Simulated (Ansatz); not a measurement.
# GeCl (doublet): the correlation ladder, cc-pVDZ

How much of the correlation energy of GeCl (doublet) does each wave-function method recover here?

The runs use Ansatz 0.2.0, Gaussian basis; cc-pVDZ, core rule «outside noble gas», up to 19 orbitals frozen.

Plan: UHF; CCSD(T) on ROHF; CCSD(T) on UHF; BCCD(T) on ROHF; CISD; CCSDT(Q) on ROHF; CCSDT(Q) on UHF; CISDTQ; CCSDTQ on ROHF; CCSDTQ on UHF; CASSCF and MRCISD+Q, 11 electrons in 8 orbitals; CASSCF and NEVPT2, 11 electrons in 8 orbitals.

7 further runs of the same task are left out: 2 for a known fault of the program, 2 that didn't finish, 3 set aside as unsound or not needed.

## (1) The geometry

The geometry is a PBE0/def2-TZVP stationary point (not a proven minimum) of the parent state, kept for this charge and spin. No spin-orbit coupling is included. The filled d shell of Ge may be among the frozen orbitals whatever the setting's name suggests; the logs give the count.

2 atoms, charge 0, spin multiplicity 2.

Atoms are counted from 1 here; the program's logs count them from 0.

Bond lengths: Ge1–Cl2 2.179 Å.

## (2) UHF

The input, in.yaml:

```yaml
crystal:
  periodic: [false, false, false]
  atoms:
    - {symbol: Ge, position_ang: [0.000000, 0.000000, 0.000000]}
    - {symbol: Cl, position_ang: [0.000000, 0.000000, 2.178600]}
basis:
  gaussian: {orbitals: cc-pVDZ}
magnetization: {spin_polarized: true, initial_magnetization: 1}
hamiltonian: {xc: hf}
output: {orbitals: {seedname: orbitals}}
```

Command:

```bash
ansatz run in.yaml --threads 1 --pin off --events-out ev --progress --plain --max-ram 4096MiB --backend cpu
```

After this run come: CCSD(T) on ROHF; CCSD(T) on UHF; BCCD(T) on ROHF; CISD; CCSDT(Q) on ROHF; CCSDT(Q) on UHF; CISDTQ; CCSDTQ on ROHF; CCSDTQ on UHF; CASSCF and MRCISD+Q, 11 electrons in 8 orbitals; CASSCF and NEVPT2, 11 electrons in 8 orbitals.

**Question.** What will the summary of the whole plan be? Wanted: UCCSDTQ below the RHF energy; RMP2 from UCCSDTQ; UMP2 from UCCSDTQ; RCCSD from UCCSDTQ; RCCSD(T) from UCCSDTQ; UCCSD(T) from UCCSDTQ; RCCSDT(Q) from UCCSDTQ; UCCSDT(Q) from UCCSDTQ; NEVPT2 valence from UCCSDTQ.

As calculated:

| quantity | value |
| --- | --- |
| UCCSDTQ below the RHF energy | -6.0626 eV |
| RMP2 from UCCSDTQ | +843.3 meV |
| UMP2 from UCCSDTQ | +850.0 meV |
| RCCSD from UCCSDTQ | +182.9 meV |
| RCCSD(T) from UCCSDTQ | +34.8 meV |
| UCCSD(T) from UCCSDTQ | +32.2 meV |
| RCCSDT(Q) from UCCSDTQ | +3.9 meV |
| UCCSDT(Q) from UCCSDTQ | -0.8 meV |
| NEVPT2 valence from UCCSDTQ | +1081.1 meV |
| MRCISD+Q valence from UCCSDTQ | +12.2 meV |
| levels within 1 kcal/mol (43 meV) | RCCSD(T), UCCSD(T), BCCD(T), RCCSDT, UCCSDT, RCCSDT(Q), UCCSDT(Q), RCCSDTQ, MRCISD+Q valence |
| T1 diagnostic | 0.019 |
| effectively unpaired electrons | 1.02 |

**Reading.** RCCSD(T) misses by +34.8 meV, 0.6 % of the correlation energy. One determinant dominates. Of the multireference levels listed MRCISD+Q valence comes nearest in total energy (+12.2 meV), which doesn't show that its space is the better one. These misses are within one basis, not against nature; the frozen cores of restricted and unrestricted runs differ, which can shift their rows.
